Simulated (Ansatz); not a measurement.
Geometry optimisation, DFT PBE, scalar-relativistic, plane waves, PAW in Ansatz.

The input (input.yaml):

```yaml
crystal:
  lattice:
    - [10.86, 0.0, 0.0]
    - [0.0, 10.86, 0.0]
    - [0.0, 0.0, 10.86]
  atoms:
    - { symbol: Si, position: [0.5, 0.0, 0.0] }
    - { symbol: Si, position: [0.625, 0.125, 0.125] }
    - { symbol: Si, position: [0.75, 0.25, 0.0] }
    - { symbol: Si, position: [0.875, 0.375, 0.125] }
    - { symbol: Si, position: [0.75, 0.0, 0.25] }
    - { symbol: Sb, position: [0.75, 0.25, 0.5], spin: 1.0 }
    - { symbol: Si, position: [0.0, 0.0, 0.0] }
    - { symbol: Si, position: [0.125, 0.125, 0.125] }
    - { symbol: Si, position: [0.25, 0.25, 0.0] }
    - { symbol: Si, position: [0.375, 0.375, 0.125] }
    - { symbol: Si, position: [0.5, 0.5, 0.0] }
    - { symbol: Si, position: [0.625, 0.625, 0.125] }
    - { symbol: Si, position: [0.75, 0.75, 0.0] }
    - { symbol: Si, position: [0.875, 0.875, 0.125] }
    - { symbol: Si, position: [0.25, 0.0, 0.25] }
    - { symbol: Si, position: [0.375, 0.125, 0.375] }
    - { symbol: Si, position: [0.5, 0.25, 0.25] }
    - { symbol: Si, position: [0.625, 0.375, 0.375] }
    - { symbol: Si, position: [0.75, 0.5, 0.25] }
    - { symbol: Si, position: [0.875, 0.625, 0.375] }
    - { symbol: Si, position: [0.5, 0.0, 0.5] }
    - { symbol: Si, position: [0.625, 0.125, 0.625] }
    - { symbol: Si, position: [0.875, 0.375, 0.625] }
    - { symbol: Si, position: [0.75, 0.0, 0.75] }
    - { symbol: Si, position: [0.875, 0.125, 0.875] }
    - { symbol: Si, position: [0.0, 0.5, 0.0] }
    - { symbol: Si, position: [0.125, 0.625, 0.125] }
    - { symbol: Si, position: [0.25, 0.75, 0.0] }
    - { symbol: Si, position: [0.375, 0.875, 0.125] }
    - { symbol: Si, position: [0.0, 0.25, 0.25] }
    - { symbol: Si, position: [0.125, 0.375, 0.375] }
    - { symbol: Si, position: [0.25, 0.5, 0.25] }
    - { symbol: Si, position: [0.375, 0.625, 0.375] }
    - { symbol: Si, position: [0.5, 0.75, 0.25] }
    - { symbol: Si, position: [0.625, 0.875, 0.375] }
    - { symbol: Si, position: [0.0, 0.0, 0.5] }
    - { symbol: Si, position: [0.125, 0.125, 0.625] }
    - { symbol: Si, position: [0.25, 0.25, 0.5] }
    - { symbol: Si, position: [0.375, 0.375, 0.625] }
    - { symbol: Si, position: [0.5, 0.5, 0.5] }
    - { symbol: Si, position: [0.625, 0.625, 0.625] }
    - { symbol: Si, position: [0.75, 0.75, 0.5] }
    - { symbol: Si, position: [0.875, 0.875, 0.625] }
    - { symbol: Si, position: [0.25, 0.0, 0.75] }
    - { symbol: Si, position: [0.375, 0.125, 0.875] }
    - { symbol: Si, position: [0.5, 0.25, 0.75] }
    - { symbol: Si, position: [0.625, 0.375, 0.875] }
    - { symbol: Si, position: [0.75, 0.5, 0.75] }
    - { symbol: Si, position: [0.875, 0.625, 0.875] }
    - { symbol: Si, position: [0.0, 0.75, 0.25] }
    - { symbol: Si, position: [0.125, 0.875, 0.375] }
    - { symbol: Si, position: [0.0, 0.5, 0.5] }
    - { symbol: Si, position: [0.125, 0.625, 0.625] }
    - { symbol: Si, position: [0.25, 0.75, 0.5] }
    - { symbol: Si, position: [0.375, 0.875, 0.625] }
    - { symbol: Si, position: [0.0, 0.25, 0.75] }
    - { symbol: Si, position: [0.125, 0.375, 0.875] }
    - { symbol: Si, position: [0.25, 0.5, 0.75] }
    - { symbol: Si, position: [0.375, 0.625, 0.875] }
    - { symbol: Si, position: [0.5, 0.75, 0.75] }
    - { symbol: Si, position: [0.625, 0.875, 0.875] }
    - { symbol: Si, position: [0.0, 0.75, 0.75] }
    - { symbol: Si, position: [0.125, 0.875, 0.875] }
magnetization:
  spin_polarized: true
total_charge: -2
basis:
  ecutwfc: 420.0
kpoints:
  mp_grid: { grid: [1, 1, 1] }
hamiltonian:
  xc: pbe
  pseudopotentials: { kind: paw, azcp: { folder: soft_1 } }
scf:
  occupations: { method: gaussian, width: 0.02 }
  lower_state_search: "off"
relax:
  f_tol: 0.03
  max_steps: 60
  adjacent_minimum: "off"
output:
  write_density: true
  write_potential: true
  elf: true
  volumetric_format: npy
```

Run as:

```bash
$ ansatz run input.yaml --threads 4 --pin off --max-ram 10240MiB --backend cpu --events-out ev --progress --plain --runs-dir out
```

Question: Where does it end, and by what steps?

Answer: The run converged. The force dipped under the threshold on the way, but the program's further checks kept it going. Limits of this set-up: coarse k mesh, a typed lattice constant that wasn't relaxed here, charged cell in a uniform background, uncorrected. After 8 steps the energy has fallen by 1.230 eV; Sb6 moved furthest, 0.71 Å.

```json
{"step": "0", "energy less start (eV)": "0.0000", "largest force component (eV/Å)": "1.840", "accepted": "yes"}
{"step": "1", "energy less start (eV)": "-0.9670", "largest force component (eV/Å)": "0.806", "accepted": "yes"}
{"step": "2", "energy less start (eV)": "-1.1676", "largest force component (eV/Å)": "0.207", "accepted": "yes"}
{"step": "3", "energy less start (eV)": "-1.2130", "largest force component (eV/Å)": "0.058", "accepted": "yes"}
{"step": "4", "energy less start (eV)": "-1.2126", "largest force component (eV/Å)": "0.128", "accepted": "no"}
{"step": "5", "energy less start (eV)": "-1.2213", "largest force component (eV/Å)": "0.033", "accepted": "yes"}
{"step": "6", "energy less start (eV)": "-1.2273", "largest force component (eV/Å)": "0.026", "accepted": "yes"}
{"step": "7", "energy less start (eV)": "-1.2295", "largest force component (eV/Å)": "0.018", "accepted": "yes"}
{"step": "8", "energy less start (eV)": "-1.2301", "largest force component (eV/Å)": "0.010", "accepted": "yes"}
```

```xyz
63
Lattice="10.8600 0.0000 0.0000 0.0000 10.8600 0.0000 0.0000 0.0000 10.8600" Properties=species:S:1:pos:R:3
Si 5.424 0.007 0.005
Si 6.788 1.364 1.371
Si 8.142 2.718 0.006
Si 9.496 4.072 1.371
Si 8.134 0.049 2.764
Sb 8.556 2.304 5.019
Si -0.020 0.020 0.024
Si 1.321 1.389 1.394
Si 2.714 2.702 0.001
Si 4.054 4.078 1.354
Si 5.426 5.434 -0.006
Si 6.782 6.806 1.354
Si 8.158 8.146 0.001
Si 9.471 9.539 1.394
Si 2.691 0.020 2.735
Si 4.063 1.366 4.081
Si 5.409 2.716 2.708
Si 6.785 4.075 4.011
Si 8.144 5.451 2.708
Si 9.494 6.797 4.081
Si 5.409 -0.007 5.431
Si 6.785 1.296 6.790
Si 9.564 4.075 6.790
Si 8.144 -0.007 8.166
Si 9.494 1.366 9.512
Si -0.007 5.436 0.005
Si 1.341 6.806 1.374
Si 2.710 8.150 0.005
Si 4.054 9.519 1.374
Si -0.049 2.726 2.764
Si 1.344 4.072 4.079
Si 2.710 5.436 2.722
Si 4.075 6.785 4.080
Si 5.424 8.150 2.722
Si 6.788 9.516 4.079
Si -0.049 0.049 5.441
Si 1.344 1.364 6.787
Si 2.709 2.718 5.433
Si 4.078 4.072 6.787
Si 5.447 5.413 5.422
Si 6.788 6.782 6.787
Si 8.142 8.151 5.433
Si 9.496 9.516 6.787
Si 2.710 0.007 8.151
Si 4.075 1.365 9.499
Si 5.447 2.707 8.128
Si 6.788 4.072 9.497
Si 8.153 5.413 8.128
Si 9.495 6.785 9.499
Si -0.020 8.169 2.735
Si 1.321 9.539 4.104
Si 0.007 5.451 5.431
Si 1.361 6.806 6.793
Si 2.714 8.146 5.417
Si 4.054 9.499 6.793
Si 0.007 2.716 8.166
Si 1.361 4.078 9.521
Si 2.721 5.434 8.149
Si 4.065 6.795 9.510
Si 5.426 8.139 8.149
Si 6.782 9.499 9.521
Si -0.007 8.150 8.151
Si 1.341 9.519 9.521
```

Whether the end is a true minimum wasn't checked by a vibrational analysis.

Run time: 100 s on 4 threads of Arm Neoverse V1 (shared host), peak memory 1.8 GiB.
